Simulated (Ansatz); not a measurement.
# Na3AlO3: the cost of one run

Program: Ansatz 0.2.0. Level of theory: DFT PBE, scalar-relativistic, plane waves, PAW, unless a step names another level. These are calculated values, not measurements.

4 further runs of the same task are left out: 3 that didn't finish, 1 set aside as unsound or not needed.

## 1. The starting structure

Symmetry: C2/m, No. 12, monoclinic system. The conventional cell has a = 5.888 Å, b = 12.788 Å, c = 5.520 Å, α = 90.00°, β = 104.86°, γ = 90.00°. Na (site symmetry 2) has 4 O at 2.29 to 2.33 Å as nearest neighbours. Na (site symmetry m) has 4 O at 2.28 to 2.48 Å as nearest neighbours. Na (site symmetry 2) is surrounded by 4 O at 2.41 to 2.62 Å. Around Al (site symmetry 2) lie 4 O at 1.75 to 1.84 Å. O (site symmetry 1) is surrounded by 1 Al at 1.75 Å and 4 Na at 2.29 to 2.48 Å. Around O (site symmetry m) lie 2 Al at 1.84 Å and 2 Na at 2.28 to 2.45 Å.

Structure file:

```xyz
14
Lattice="2.9441 -6.3941 -0.0005 2.9441 6.3941 -0.0005 -1.4147 0.0000 5.3355" Properties=species:S:1:pos:R:3 pbc="T T T"
Na    2.2367   -3.3235    2.6673
Na    2.2367    3.3235    2.6673
Na    0.7082    0.0000    2.5113
Na    3.7653    0.0000    2.8232
Na    2.9441   -2.1394   -0.0005
Na    2.9441    2.1394   -0.0005
Al    2.9441    5.1194   -0.0005
Al    2.9441   -5.1194   -0.0005
O     3.5876   -2.1320    4.0872
O     0.8859   -2.1320    1.2473
O     4.8341    0.0000    0.8085
O     3.5876    2.1320    4.0872
O     0.8859    2.1320    1.2473
O    -0.3606    0.0000    4.5260
```

It came out lowest among 27 distinct ends of the trial cells. At a tolerance of 0.02 Å it has space group C2/m (No. 12).

## 2. Relaxing to 0.001 eV/Å, on the response runs' mesh and smearing

File input.yaml:

```yaml
crystal:
  lattice:
    - [2.9441100194, -6.394114437, -0.0005089927]
    - [2.9441100194, 6.394114437, -0.0005089927]
    - [-1.4147362629, 0.0, 5.3355472157]
  atoms:
    - { symbol: Na, position: [0.759884386, 0.240115614, 0.5] }
    - { symbol: Na, position: [0.240115614, 0.759884386, 0.5] }
    - { symbol: Na, position: [0.2333746701, 0.2333746701, 0.4707230518] }
    - { symbol: Na, position: [0.7666253299, 0.7666253299, 0.5292769482] }
    - { symbol: Na, position: [0.6672946846, 0.3327053154, 0.0] }
    - { symbol: Na, position: [0.3327053154, 0.6672946846, 0.0] }
    - { symbol: Al, position: [0.0996798284, 0.9003201716, 0.0] }
    - { symbol: Al, position: [0.9003201716, 0.0996798284, 0.0] }
    - { symbol: O, position: [0.960089427, 0.6266558138, 0.7661831806] }
    - { symbol: O, position: [0.3733441862, 0.039910573, 0.2338168194] }
    - { symbol: O, position: [0.8574240616, 0.8574240616, 0.1517026533] }
    - { symbol: O, position: [0.6266558138, 0.960089427, 0.7661831806] }
    - { symbol: O, position: [0.039910573, 0.3733441862, 0.2338168194] }
    - { symbol: O, position: [0.1425759384, 0.1425759384, 0.8482973467] }
basis:
  ecutwfc: 420
kpoints:
  mp_grid: { grid: [6, 6, 4] }
hamiltonian:
  xc: pbe
scf:
  occupations: { method: fixed }
output:
  forces: true
  stress: true
  eigenvalues: true
relax:
  adjacent_minimum: "off"
  f_tol: 0.001
  max_steps: 60
  cell: { stress_tol: 0.01 }
```

Launch:

```bash
$ ansatz run input.yaml --threads 3 --pin off --max-ram 7680MiB --backend cpu --events-out ev --progress --plain --runs-dir out
```

**Question.** How long does this run take on 3 threads of Intel Xeon 6975P-C (Granite Rapids), shared host, and how much memory does it need?

About 30 s, with a peak of 0.83 GiB.
